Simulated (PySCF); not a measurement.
# AlCl2H3SSi: the cost of one run

Programs: PySCF 2.14.0. All values are calculated, for the isolated system unless a continuum is named. Atoms count from 0, parts from 1.

### Step 1. The system as given

Each species was relaxed by itself at PBE0-D3(BJ)/def2-SVPD.

### Step 2. Reaction energy: wB97M-D3(BJ)/def2-TZVPD

The job: settings as JSON, then the geometry in Å.

```
{"job": {"kind": "react", "xc": "wB97M-D3(BJ)", "basis": "def2-TZVPD"}, "charge": 0, "multiplicity": 1}
-1 H4SSi charge 0 multiplicity 1
Si    -0.276660    -0.455080    -0.158860
S      0.911000     0.763620     1.166690
H      0.432140    -0.697090    -1.448290
H     -1.598950     0.177030    -0.433900
H     -0.463490    -1.738090     0.573110
H      0.959620     1.832800     0.340510

-1 AlCl3 charge 0 multiplicity 1
Cl     1.069590    -1.287190     1.217460
Al     0.003600     0.007030    -0.023670
Cl     0.067900    -0.246040    -2.093320
Cl    -1.130020     1.549750     0.805280

+1 AlCl2H3SSi charge 0 multiplicity 1
Si     1.010520    -0.841000     0.754860
S      0.100040    -0.864880    -1.219930
Al    -1.178050     0.867380    -1.064370
Cl    -2.367470     1.432800    -2.689650
Cl    -1.245700     2.002340     0.702040
H      1.752260     0.430070     0.974660
H     -0.024360    -1.031310     1.807090
H      1.950700    -1.994850     0.734660

+1 ClH charge 0 multiplicity 1
Cl     0.644580    -0.011530     0.002960
H     -0.643370     0.012640    -0.007100
```

With the program's defaults for keys left out, this is: wB97M-D3(BJ)/def2-TZVPD reaction energy of separated species, gas phase.

Command:

```console
$ OMP_NUM_THREADS=1 python cluster_run.py task.json out
```

The driver reads the jobs from task.json and runs them one after another.

**Question.** How long does this first job take on 1 thread of AMD EPYC 7R43, shared host, and how much memory does it need?

About 44 s, with a peak of 1.1 GiB.
